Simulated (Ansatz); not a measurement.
# FH8NSi3: one species, many methods

The task here is to estimate one member of a computed series from the others.

Computed with Ansatz 0.2.0, Gaussian basis. Level: functionals in def2-TZVPP, the program's frozen cores in correlated methods.

The runs, in order: LDA (SPW92), PBE-D4, revPBE-D4, BLYP-D4, r2SCAN-D4, B97M-V, PBE0-D4, B3LYP-D4, r2SCANh-D4, r2SCAN0-D4, HSE06-D4, BHLYP-D4, CAM-B3LYP-D4, LC-ωPBE, ωB97X-V, ωB97M-V, B2PLYP, PBE-QIDH; CCSD(T)/def2-SVP; CCSD(T)/def2-TZVPP; MP2/def2-QZVPP; extrapolation to the limit; RPA on PBE.

### Structure used throughout

An earlier PBE0-D4 in a triple-zeta def2 set relaxation fixed the geometry.

SMILES `F[SiH2]N([SiH3])[SiH3]`, 13 atoms, charge 0, spin multiplicity 1.

Atoms are counted from 1 here; the program's logs count them from 0.

Bond lengths: F1–Si2 1.599 Å, Si2–N3 1.713 Å, Si2–H6 1.479 Å, Si2–H7 1.482 Å, N3–Si4 1.744 Å, N3–Si5 1.743 Å, Si4–H8 1.486 Å, Si4–H9 1.485 Å, Si4–H10 1.487 Å, Si5–H11 1.485 Å, Si5–H12 1.485 Å, Si5–H13 1.486 Å. Angles: F1–Si2–N3 111.2°, F1–Si2–H6 106.2°, F1–Si2–H7 107.3°, N3–Si2–H6 111.1°, N3–Si2–H7 108.1°, H6–Si2–H7 112.9°, Si2–N3–Si4 119.9°, Si2–N3–Si5 121.3°, Si4–N3–Si5 118.7°, N3–Si4–H8 111.5°, N3–Si4–H9 110.6°, N3–Si4–H10 107.3°, H8–Si4–H9 108.7°, H8–Si4–H10 108.9°, H9–Si4–H10 109.9°, N3–Si5–H11 111.2°, N3–Si5–H12 107.6°, N3–Si5–H13 110.4° and more.

Coordinates:

```xyz
13
charge 0, multiplicity 1
F     1.1610    2.2287    1.0602
Si    1.1293    1.2896   -0.2334
N     0.0121    0.0053   -0.0397
Si    0.5845   -1.5927    0.3607
Si   -1.7053    0.2716   -0.1723
H     0.7486    2.1606   -1.3659
H     2.4826    0.7052   -0.3856
H     1.2094   -2.2563   -0.8127
H     1.5821   -1.5293    1.4585
H    -0.5938   -2.3887    0.7941
H    -2.3842    0.0504    1.1299
H    -1.9090    1.6769   -0.6075
H    -2.2968   -0.6561   -1.1716
```

The first run:

Input file in.yaml:

```yaml
crystal:
  periodic: [false, false, false]
  atoms:
    - {symbol: F, position_ang: [1.160964, 2.228660, 1.060160]}
    - {symbol: Si, position_ang: [1.129293, 1.289605, -0.233380]}
    - {symbol: N, position_ang: [0.012139, 0.005252, -0.039687]}
    - {symbol: Si, position_ang: [0.584476, -1.592686, 0.360667]}
    - {symbol: Si, position_ang: [-1.705308, 0.271619, -0.172321]}
    - {symbol: H, position_ang: [0.748557, 2.160618, -1.365886]}
    - {symbol: H, position_ang: [2.482555, 0.705179, -0.385647]}
    - {symbol: H, position_ang: [1.209444, -2.256344, -0.812669]}
    - {symbol: H, position_ang: [1.582147, -1.529280, 1.458543]}
    - {symbol: H, position_ang: [-0.593844, -2.388681, 0.794129]}
    - {symbol: H, position_ang: [-2.384170, 0.050432, 1.129896]}
    - {symbol: H, position_ang: [-1.909010, 1.676922, -0.607521]}
    - {symbol: H, position_ang: [-2.296843, -0.656096, -1.171582]}
basis:
  gaussian: {orbitals: def2-TZVPP}
hamiltonian: {xc: lda}
output: {orbitals: {seedname: orbitals}}
```

Steps of the session up to this table: LDA; PBE-D4 (GGA); revPBE-D4 (GGA); BLYP-D4 (GGA); r2SCAN-D4 (meta-GGA); B97M-V (meta-GGA); PBE0-D4 (hybrid); B3LYP-D4 (hybrid); r2SCANh-D4 (hybrid); r2SCAN0-D4 (hybrid); HSE06-D4 (hybrid); BHLYP-D4 (hybrid); CAM-B3LYP-D4 (range-separated); LC-ωPBE-D4 (range-separated; the results give it without D4); ωB97X-V (range-separated); ωB97M-V (range-separated); B2PLYP (double hybrid); PBE-QIDH (double hybrid).

One of the session's tables, all rows but one given; the rest of the session is left out.

It belongs to the step «Orbital energies across the functionals». 

| functional | HOMO (eV) | gap (eV) |
| --- | --- | --- |
| LDA (SPW92) | -6.91 | 5.42 |
| PBE-D4 | -6.82 | 5.63 |
| revPBE-D4 | ? | ? |
| BLYP-D4 | -6.69 | 5.70 |
| r2SCAN-D4 | -7.13 | 6.27 |
| B97M-V | -7.31 | 6.22 |
| PBE0-D4 | -8.13 | 7.80 |
| B3LYP-D4 | -7.90 | 7.42 |
| r2SCANh-D4 | -7.61 | 7.05 |
| r2SCAN0-D4 | -8.34 | 8.21 |
| HSE06-D4 | -7.73 | 7.02 |
| BHLYP-D4 | -9.36 | 9.97 |
| CAM-B3LYP-D4 | -9.48 | 10.21 |
| LC-ωPBE | -10.84 | 12.70 |
| ωB97X-V | -10.50 | 12.22 |
| ωB97M-V | -10.39 | 11.80 |

Estimate the missing values for revPBE-D4.

**Answer.** HOMO (eV): -6.78; gap (eV): 5.72. In the column «HOMO (eV)» it lies between PBE-D4 (-6.82) and BLYP-D4 (-6.69).
